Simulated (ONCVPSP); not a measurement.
**Gd: generating and testing an ONCV potential**

Aim: build the potential from the settings below, then test how well it stands in for the atom: other configurations, scattering, ghost states and the plane-wave cutoff that it needs.

The numbers are computed with ONCVPSP 4.0.1.1 (patched build) (LDA (Perdew-Wang 92), scalar-relativistic, spin-unpolarised reference atom).

### 1 The atom and the settings

The settings as typed:

* element: gadolinium (Gd, Z = 64)
* type: optimised norm-conserving Vanderbilt (ONCV)
* frozen core: [Kr] 4d10
* valence charge: 18
* reference configuration: 4f7 5s2 5p6 5d1 6s1.5 (charge +0.5)
* partial waves: 5s+6s: rc 2.30 bohr, ncon 4, nbas 8, qcut 4 1/bohr, 2 projectors; 5p: rc 1.55 bohr, ncon 5, nbas 9, qcut 5.9 1/bohr, 3 projectors, debl 0.8 Ha; 5d: rc 2.45 bohr, ncon 3, nbas 6, qcut 3.5 1/bohr, 3 projectors, debl 0.9 Ha; 4f: rc 1.10 bohr, ncon 4, nbas 8, qcut 18.6 1/bohr, 1 projector
* local potential: polynomial inside 0.75 bohr (lpopt 3, dvloc0 0 Ha)
* core correction: polynomial model core, fcfact 0.35

### 2 Generation

Gd.dat reads:

```
# ATOM AND REFERENCE CONFIGURATION
# atsym  z   nc   nv     iexc    psfile
  Gd 64.00    9    5  -001012      upf
#
#   n    l    f
    1    0    2.00
    2    0    2.00
    2    1    6.00
    3    0    2.00
    3    1    6.00
    3    2   10.00
    4    0    2.00
    4    1    6.00
    4    2   10.00
    4    3    7.00
    5    0    2.00
    5    1    6.00
    5    2    1.00
    6    0    1.50
#
# PSEUDOPOTENTIAL AND OPTIMIZATION
# lmax
    3
#
#   l,   rc,      ep,       ncon, nbas, qcut
    0    2.30    0.00    4    8    4.00
    1    1.55    0.00    5    9    5.90
    2    2.45    0.00    3    6    3.50
    3    1.10    0.00    4    8   18.60
#
# LOCAL POTENTIAL
# lloc, lpopt,  rc(5),   dvloc0
    4    3    0.75    0.00
#
# VANDERBILT-KLEINMAN-BYLANDER PROJECTORs
# l, nproj, debl
    0    2    2.80
    1    3    0.80
    2    3    0.90
    3    1    0.40
#
# MODEL CORE CHARGE
# icmod, fcfact, rcfact
    1    0.35    0.00
#
# LOG DERIVATIVE ANALYSIS
# epsh1, epsh2, depsh
   -3.00    5.00    0.02
#
# OUTPUT GRID
# rlmax, drl
    6.00    0.01
#
# TEST CONFIGURATIONS
# ncnf
    4
# nvcnf
#   n    l    f
    5
    4    3    7.00
    5    0    2.00
    5    1    6.00
    5    2    1.00
    6    0    2.00
#
    5
    4    3    7.00
    5    0    2.00
    5    1    6.00
    5    2    1.00
    6    0    1.00
#
    5
    4    3    7.00
    5    0    2.00
    5    1    6.00
    5    2    1.00
    6    0    0.00
#
    5
    4    3    6.00
    5    0    2.00
    5    1    6.00
    5    2    2.00
    6    0    2.00
#
```

On the command line:

```bash
$ oncvpsp.x < Gd.dat > Gd.out
```

Before running it: what results should come out? Wanted: cutoffs for 1 and 0.1 mHa per electron, occupied waves; bound ghosts; GHOST(+) flags; largest test error; largest phase difference near zero energy, channels read; rms error of d²Exc/dn², without and with the model core; projector energies reset by the program.

**Answer**, as computed:

```
                                                quantity                                             value
  cutoffs for 1 and 0.1 mHa per electron, occupied waves                                 126 Ha and 140 Ha
                                            bound ghosts  s at -251.45 eV, p at -211.64 eV, d at -21.69 eV
                                          GHOST(+) flags                                       p at 108 eV
                            largest test error (AE − PS)                 -195 meV, for 4f6 5s2 5p6 5d2 6s2
largest phase difference near zero energy, channels read                                         0.003 rad
 rms error of d²Exc/dn², without and with the model core                                 7.32 and 2.26 mHa
                 projector energies reset by the program                        p: -1.118, 0.250, 1.050 Ha
```

What this shows: A bound ghost (s, p, d) makes it unfit for use: electrons can fall into a state that the atom doesn't have. The worst unpolarised test, 4f6 5s2 5p6 5d2 6s2, is off by 195 meV on 6.2 eV; by total energies transferability rates as poor. It counts as very hard, with 126 Ha needed at the looser tolerance. At the looser tolerance the 4f wave is the slowest; 5p needs 28 Ha. Near zero energy the phases of the channels with partial waves agree within 0.003 rad. The pseudo curves have a pole with no partner nearby in the atom's: d at -0.80 Ha. The program also flags highly localised states, GHOST(+) (p). These are tests on the free atom; a crystal test is still owed.
